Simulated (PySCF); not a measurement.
**BBr+: from the state search to spectroscopic constants**

What are the lowest state that PBE0 finds, the bond length, vibrational wavenumber and bond energy of BBr+, and how much do these hang on the method?

Computed with PySCF 2.14.0. Level: B def2-TZVPPD, Br def2-TZVPPD, no relativity.

## Step 1: Input

The job is set up so:

- atoms: B, Br
- charge: 1
- basis: B def2-TZVPPD, Br def2-TZVPPD
- Hamiltonian: no relativity
- basis functions: 94
- electrons treated: 39
- masses in u: 11.0093, 78.9183
- levels: PBE0, PBE, r²SCAN, LDA, PBEsol, B97-3, r²SCAN0, M06-2X, ωB97X, HF, MP2, SCS-MP2, CCSD, CCSD(T)
- grid: 80 radial by 434 angular points
- occupations: held fixed by the projection of orbital angular momentum
- dissociation limit: B+ + Br, each in its ground configuration
- starting distance in angstrom: 2.030
- values of 2S to try: 1, 3

Run with:

```bash
OMP_NUM_THREADS=2 python dia.py task.json out
```

Further steps of the session: PBE0 along the bond; Other states along the same grid; PBE; r²SCAN (meta-GGA); LDA; PBEsol; B97-3 (global hybrid GGA); r²SCAN0 (hybrid meta-GGA); M06-2X (hybrid meta-GGA); ωB97X; UHF; Correlated methods on the Hartree–Fock reference.

Before running it: what results should come out? Wanted: for each run, Re; ωe; De; μ.

**Answer**, as computed:

Lowest PBE0 solution found, without spin–orbit coupling: ²Σ⁺ (doublet), unpaired electrons σ ↑. State 2 has its PBE0 minimum 4.29 eV higher. The other levels ran on the lowest alone.

| level | Re (Å) | ωe (cm⁻¹) | De (eV) | μ (D) |
| --- | --- | --- | --- | --- |
| UHF | 1.749 | 966 | 2.54 | -3.81 |
| UHF-MP2 | 1.745 | 989 | 3.54 | n/a |
| UHF-SCS-MP2 | 1.749 | 972 | 3.22 | n/a |
| UHF-CCSD | 1.751 | 954 | 2.84 | n/a |
| UHF-CCSD(T) | 1.756 | 945 | 3.05 | n/a |
| LDA | 1.746 | 947 | 4.55 | -2.96 |
| PBE | 1.761 | 924 | 4.04 | -3.02 |
| PBEsol | 1.756 | 934 | 4.26 | -3.03 |
| r²SCAN | 1.752 | 951 | 4.10 | -3.19 |
| PBE0 | 1.749 | 955 | 3.78 | -3.20 |
| r²SCAN0 | 1.744 | 968 | 3.83 | -3.30 |
| B97-3 | 1.753 | 945 | 3.56 | -3.19 |
| M06-2X | 1.750 | 956 | 3.27 | -3.34 |
| ωB97X | 1.751 | 952 | 3.38 | -3.31 |

De is counted to B+ + Br in their ground configurations. A positive dipole points from B to Br; in an ion it is taken about the centre of mass and does not tell which atom is negative.

Differences from CCSD(T) in the same basis:

| level | Re (mÅ) | ωe (%) |
| --- | --- | --- |
| UHF | -6 | +2.3 |
| UHF-MP2 | -11 | +4.7 |
| UHF-SCS-MP2 | -7 | +2.9 |
| UHF-CCSD | -5 | +1.0 |
| LDA | -10 | +0.2 |
| PBE | +5 | -2.2 |
| PBEsol | 0 | -1.1 |
| r²SCAN | -4 | +0.6 |
| PBE0 | -7 | +1.1 |
| r²SCAN0 | -11 | +2.4 |
| B97-3 | -3 | 0.0 |
| M06-2X | -6 | +1.2 |
| ωB97X | -5 | +0.7 |

What this shows: Against CCSD(T) in the same basis, the bond length is nearest at PBEsol (0 mÅ) and farthest at UHF-MP2 and r²SCAN0 (-11 mÅ); the wavenumber is nearest at B97-3 (0.0 %) and farthest at UHF-MP2 (+4.7 %). Hartree–Fock falls on the short and stiff side, its usual fault. PBE has the long and soft bond that GGAs tend to give. Among the levels with a De in the table, it runs from 2.54 eV (UHF) to 4.55 eV (LDA).

Correlated steps freeze 10 core orbitals.
